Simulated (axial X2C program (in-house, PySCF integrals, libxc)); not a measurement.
# BrYbBr: the levels of the configuration f12 s1 d(πδ)1

Aim: the spin–orbit levels of BrYbBr that arise from the configuration f12 s1 d(πδ)1 of Yb, and how they move with the bond.

Computed with an in-house X2C program for linear molecules on PySCF integrals. Level: two-component X2C, average-of-configuration Hartree–Fock and CI in the open shells.

All values are calculated.

## 1. Input

task.json reads:

```json
{
 "zs": [
  35,
  70,
  35
 ],
 "q": 0,
 "bas": [
  "dyall-v3z",
  "dyall-v3z",
  "dyall-v3z"
 ],
 "r0": 2.84,
 "metal": 1,
 "shells": [
  [
   3,
   [
    0,
    1,
    2,
    3
   ],
   12
  ],
  [
   0,
   [
    0
   ],
   1
  ],
  [
   2,
   [
    1,
    2
   ],
   1
  ]
 ],
 "fix": 1,
 "emax": 2.2,
 "nroots": 4
}
```

Keys: zs atomic numbers; q charge; bas basis sets; r0 starting distance in Å; metal index of the metal atom; shells open shells as [l, |m| values, electrons]; fix electron count of the first shell held; emax energy window in eV; nroots roots for each Ω.

The run is started by

```console
> python soci.py task.json out
```

Two-component X2C with atomic mean-field Coulomb and Gaunt terms, basis Br dyall-v3z, Yb dyall-v3z (cores contracted in-house). Orbitals come from Hartree–Fock averaged over the configuration Yb f12 s1 d(πδ)1; CI then distributes these electrons over the f, s, d(πδ) shells of Yb, the count in the first shell held.

## 2. CI at Br–Yb–Br held linear, both bonds 2.588 Å

Output:

```text
average of configuration f12 s1 d(πδ)1
basis functions 325  fitting functions 1862
iter      average energy  largest gradient
   1     -19258.107631482   2.24e+01
   2     -19259.056450356   1.57e-01
   3     -19259.058202712   3.26e-02
   4     -19259.058301583   1.44e-02
   5     -19259.058370246   3.59e-03
   6     -19259.058373153   1.23e-03
   7     -19259.058373722   1.89e-04
   8     -19259.058373756   9.55e-05
   9     -19259.058373760   2.22e-05
  10     -19259.058373761   9.06e-06
converged
CI levels
2*Omega        energy/Eh    cm-1   g(par)  dipole/D  leading shell counts
    8    -19259.21709788        0  11.591    0.000  {'12 1 1': 0.989}
    6    -19259.21702043       17   9.033    0.000  {'12 1 1': 0.987}
    4    -19259.21562465      323   6.325   -0.000  {'12 1 1': 0.985}
   10    -19259.21514585      428  13.969   -0.000  {'12 1 1': 0.993}
    2    -19259.21373224      739   3.490   -0.000  {'12 1 1': 0.982}
    0    -19259.21261036      985   0.000   -0.000  {'12 1 1': 0.978}
    0    -19259.20880497     1820   0.000   -0.000  {'12 1 1': 0.994}
   10    -19259.20840845     1907  10.075   -0.000  {'12 1 1': 0.992}
    8    -19259.20838615     1912   7.504   -0.000  {'12 1 1': 0.99}
    2    -19259.20822489     1947   1.204   -0.000  {'12 1 1': 0.99}
    6    -19259.20801454     1994   5.159   -0.000  {'12 1 1': 0.988}
   12    -19259.20781168     2038  12.816   -0.000  {'12 1 1': 0.993}
    4    -19259.20779453     2042   3.063   -0.000  {'12 1 1': 0.988}
   14    -19259.20655054     2315  15.628   -0.000  {'12 1 1': 0.996}
   16    -19259.20467230     2727  18.659   -0.000  {'12 1 1': 0.997}
   14    -19259.20428837     2811  14.761   -0.000  {'12 1 1': 0.997}
   12    -19259.20374174     2931  12.786   -0.000  {'12 1 1': 0.993}
    6    -19259.20322052     3046   7.676    0.000  {'12 1 1': 0.987}
   10    -19259.20292037     3112  10.653   -0.000  {'12 1 1': 0.99}
    4    -19259.20288107     3120   5.250   -0.000  {'12 1 1': 0.951, '12 2 0': 0.036}
    8    -19259.20281355     3135   9.736   -0.000  {'12 1 1': 0.988}
   16    -19259.20272969     3153  19.080   -0.000  {'12 1 1': 0.998}
    2    -19259.20252643     3198   2.689   -0.000  {'12 1 1': 0.867, '12 2 0': 0.108}
    0    -19259.20238824     3228   0.000   -0.000  {'12 1 1': 0.814, '12 2 0': 0.154, '12 0 2': 0.032}
   18    -19259.20233384     3240  21.990   -0.000  {'12 1 1': 0.997}
    8    -19259.20157921     3406   8.833   -0.000  {'12 1 1': 0.99}
   14    -19259.20155291     3412  16.789   -0.000  {'12 1 1': 0.996}
    6    -19259.20066496     3607   6.398   -0.000  {'12 1 1': 0.989}
    0    -19259.20041798     3661   0.000   -0.000  {'12 1 1': 0.989}
    2    -19259.20032730     3681   2.078   -0.000  {'12 1 1': 0.979}
    4    -19259.20024415     3699   4.211   -0.000  {'12 1 1': 0.987}
   12    -19259.19936957     3891  14.551   -0.000  {'12 1 1': 0.992}
    0    -19259.19781164     4233   0.000   -0.000  {'12 2 0': 0.623, '12 1 1': 0.243, '12 0 2': 0.134}
   10    -19259.19686869     4440  12.319   -0.000  {'12 1 1': 0.987}
   12    -19259.19062419     5810  13.995   -0.000  {'12 2 0': 0.555, '12 0 2': 0.422}
    0    -19259.18944474     6069   0.000   -0.000  {'12 1 1': 0.986}
    0    -19259.18671218     6669   0.000   -0.000  {'12 1 1': 0.98}
    0    -19259.17972063     8203   0.000    0.000  {'12 1 1': 0.968, '12 0 2': 0.031}
   14    -19259.17927874     8300  17.839    0.000  {'12 0 2': 0.764, '12 1 1': 0.236}
   16    -19259.15723439    13139  18.265   -0.000  {'12 1 1': 0.992}
   20    -19259.14623598    15552  22.352   -0.000  {'12 0 2': 1.0}
   16    -19259.14506083    15810  19.717    0.000  {'12 0 2': 0.532, '12 1 1': 0.468}
   18    -19259.14256770    16357  20.145   -0.000  {'12 0 2': 0.999}
   18    -19259.13844641    17262  19.944    0.000  {'12 0 2': 1.0}
```

Dipoles in the output refer to the first atom as origin.

Run time: 13 s. Hardware: 1 thread of Intel Xeon Platinum 8259CL at 2.50GHz (Skylake/Cascade Lake), shared host; peak memory 1.1 GiB.

Active spinors (ω > 0; filled shells left out):

| shell | ω | ε (eV) | character |
| --- | --- | --- | --- |
| f | 5/2 | -28.37 | 100% Yb f |
| f | 3/2 | -28.23 | 100% Yb f |
| f | 1/2 | -28.05 | 99% Yb f |
| f | 7/2 | -26.91 | 100% Yb f |
| f | 5/2 | -26.80 | 100% Yb f |
| f | 3/2 | -26.68 | 100% Yb f |
| f | 1/2 | -26.57 | 99% Yb f |
| s | 1/2 | -3.95 | 51% Yb s, 45% Yb d |
| d(πδ) | 3/2 | 0.31 | 100% Yb d |
| d(πδ) | 5/2 | 0.50 | 100% Yb d |
| d(πδ) | 1/2 | 1.20 | 89% Yb d, 6% Br p |
| d(πδ) | 3/2 | 1.34 | 88% Yb d, 8% Br p |

The levels:

| Ω | energy (cm⁻¹) | g∥ | configuration |
| --- | --- | --- | --- |
| 4 | 0 | 11.59 | 99% f12 s1 d(πδ)1 |
| 3 | 17 | 9.03 | 99% f12 s1 d(πδ)1 |
| 2 | 323 | 6.33 | 98% f12 s1 d(πδ)1 |
| 5 | 428 | 13.97 | 99% f12 s1 d(πδ)1 |
| 1 | 739 | 3.49 | 98% f12 s1 d(πδ)1 |
| 0 | 985 | 0.00 | 98% f12 s1 d(πδ)1 |
| 0 | 1820 | 0.00 | 99% f12 s1 d(πδ)1 |
| 5 | 1907 | 10.07 | 99% f12 s1 d(πδ)1 |
| 4 | 1912 | 7.50 | 99% f12 s1 d(πδ)1 |
| 1 | 1947 | 1.20 | 99% f12 s1 d(πδ)1 |
| 3 | 1994 | 5.16 | 99% f12 s1 d(πδ)1 |
| 6 | 2038 | 12.82 | 99% f12 s1 d(πδ)1 |
| 2 | 2042 | 3.06 | 99% f12 s1 d(πδ)1 |
| 7 | 2315 | 15.63 | 100% f12 s1 d(πδ)1 |
| 8 | 2727 | 18.66 | 100% f12 s1 d(πδ)1 |
| 7 | 2811 | 14.76 | 100% f12 s1 d(πδ)1 |
| 6 | 2931 | 12.79 | 99% f12 s1 d(πδ)1 |
| 3 | 3046 | 7.68 | 99% f12 s1 d(πδ)1 |
| 5 | 3112 | 10.65 | 99% f12 s1 d(πδ)1 |
| 2 | 3120 | 5.25 | 95% f12 s1 d(πδ)1 |

g∥ is the magnitude of 2⟨Lz + ge Sz⟩ for the +Ω component.

## 3. The same at Br–Yb–Br held linear, both bonds 3.054 Å

| Ω | energy (cm⁻¹) | g∥ | configuration |
| --- | --- | --- | --- |
| 4 | 0 | 11.57 | 97% f12 s1 d(πδ)1 |
| 3 | 67 | 8.96 | 97% f12 s1 d(πδ)1 |
| 2 | 414 | 6.23 | 96% f12 s1 d(πδ)1 |
| 5 | 506 | 13.95 | 99% f12 s1 d(πδ)1 |
| 1 | 875 | 3.41 | 95% f12 s1 d(πδ)1 + 5% f12 d(πδ)2 |
| 0 | 1159 | 0.00 | 93% f12 s1 d(πδ)1 + 7% f12 d(πδ)2 |
| 0 | 2075 | 0.00 | 99% f12 s1 d(πδ)1 |
| 1 | 2257 | 1.38 | 97% f12 s1 d(πδ)1 |
| 5 | 2319 | 10.02 | 97% f12 s1 d(πδ)1 |
| 4 | 2336 | 7.53 | 97% f12 s1 d(πδ)1 |

## 4. Curves along the symmetric stretch (R is each bond)

The same input was run at the other distances (logs left out). Energies in cm⁻¹ from the lowest point; levels are followed by energy order within each Ω.

| R (Å) | (1)Ω=4 | (1)Ω=3 | (1)Ω=2 | (1)Ω=5 | (1)Ω=1 | (1)Ω=0 | (2)Ω=0 |
| --- | --- | --- | --- | --- | --- | --- | --- |
| 2.407 | 3313 | 3293 | 3573 | 3713 | 3962 | 4189 | 5014 |
| 2.497 | 613 | 612 | 904 | 1028 | 1306 | 1541 | 2371 |
| 2.588 | 0 | 17 | 323 | 428 | 739 | 985 | 1820 |
| 2.692 | 1141 | 1176 | 1496 | 1583 | 1927 | 2185 | 3030 |
| 2.795 | 3595 | 3643 | 3976 | 4052 | 4419 | 4688 | 5546 |
| 2.912 | 7410 | 7470 | 7812 | 7887 | 8266 | 8545 | 9424 |
| 3.054 | 12893 | 12959 | 13307 | 13398 | 13767 | 14051 | 14968 |

Constants where the minimum is well bracketed:

| level of the curve | Te (cm⁻¹) | Re (Å) | ωe (cm⁻¹) |
| --- | --- | --- | --- |
| (1)Ω=4 | 0 | 2.574 | 202.7 |
| (1)Ω=3 | 14 | 2.573 | 203.0 |
| (1)Ω=2 | 318 | 2.572 | 203.2 |
| (1)Ω=5 | 426 | 2.573 | 203.0 |
| (1)Ω=1 | 731 | 2.572 | 203.5 |
| (1)Ω=0 | 975 | 2.571 | 203.8 |
| (2)Ω=0 | 1809 | 2.571 | 204.0 |

## 5. What came out

| quantity | value |
| --- | --- |
| lowest level of the model | Ω = 4, g∥ = 11.59, 99% f12 s1 d(πδ)1 |
| next level | Ω = 3, 17 cm⁻¹ higher |
| lowest curve, Re and ωe | 2.574 Å, 202.7 cm⁻¹ |

What this shows: In the lowest level ⟨Sz⟩ = 1.79 and ⟨Lz⟩ = 2.21; its leading determinant has weight 0.81 among 255. From 2.588 to 3.054 Å the gap from the lowest to the fifth level goes from 739 to 875 cm⁻¹. Without dynamic correlation distances can be off by several hundredths of an Å, and the wavenumbers are rough. There is no dynamic correlation: spin–orbit spacings and, for f shells, spacings inside one term are the most reliable numbers, splittings between terms come out too wide, and energies between configurations are not reliable, so the lowest level need not be the ground state of the molecule. With the count in the first shell held, other counts are excluded: this configuration can lie several eV above the ground configuration of the molecule. At most 4 roots were kept for each Ω > 0 (twice that for Ω = 0) within 2.2 eV of the lowest, so higher up levels can be missing between those listed; levels with Ω > 0 are doubly degenerate and listed once, Ω = 0 levels singly. The molecule was held linear; bending was not examined.
